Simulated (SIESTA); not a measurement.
Mg3TiO4:

```
Ti Mg O
1.0
     4.31366    0.00000    0.00000
     0.00000    4.31366    0.00000
     0.00000    0.00000    4.31366
Ti Mg O
1 3 4
Direct
  0.00000 0.00000 0.00000
  0.50000 0.50000 0.00000
  0.50000 0.00000 0.50000
  0.00000 0.50000 0.50000
  0.00000 0.50000 0.00000
  0.00000 0.00000 0.50000
  0.50000 0.50000 0.50000
  0.50000 0.00000 0.00000
```

The cell comes from a database or a generator and needn't be the stable form of this composition.

```yaml
Program: SIESTA 5.4.2
Task: single point
Functional: PBEsol
Potentials_or_basis: PseudoDojo 0.4 standard (PBEsol files)
Basis: DZP (energy shift 0.003 Ry; two zetas on semicore shells)
Grid_cutoff: 800 Ry
Energy_shift: 0.003 Ry
k_mesh: 6 × 6 × 6
Occupations: fermi-dirac, width 0.05 eV
Spin: no spin polarisation
```

On this cell: pressure -5.0 GPa; largest force zero by symmetry; band gap on the k mesh none (metal or under the smearing width).

The same run follows on a disturbed copy (atoms moved at random, drawn with an rms of 0.05 Å):

```
CELL_PARAMETERS angstrom
4.31366 0.00000 0.00000
0.00000 4.31366 0.00000
0.00000 0.00000 4.31366
ATOMIC_POSITIONS crystal
Ti 0.00147 0.99578 0.99219
Mg 0.49779 0.49713 0.99561
Mg 0.50563 0.99591 0.49576
Mg 0.99595 0.49163 0.50457
O 0.00195 0.49467 0.99956
O 0.99869 0.99999 0.49656
O 0.49145 0.50923 0.50955
O 0.49255 0.00247 0.00688
```

Q: What changes?

A: The energy (extrapolated to zero smearing) moves by +8.2 meV/atom; pressure -4.6 GPa; largest force 0.647 eV/Å; band gap on the k mesh none (metal or under the smearing width).

Forces on the atoms (eV/Å):
```
Ti  -0.276  0.078  0.566
Mg  -0.006  0.119  0.300
Mg  -0.330  0.135  0.160
Mg   0.116  0.286 -0.252
O   -0.211  0.078  0.025
O    0.023 -0.113 -0.061
O    0.318 -0.441 -0.351
O    0.370 -0.142 -0.387
```

Stress tensor (GPa, compression positive):
```
-4.66  0.03  0.04
 0.03 -4.60 -0.07
 0.04 -0.07 -4.52
```

Caveats: the basis of atomic orbitals isn't converged, which shifts pressures, moduli and gaps; semilocal functionals often make such compounds metallic where correlation or magnetic order opens a gap, which also shifts bond lengths.
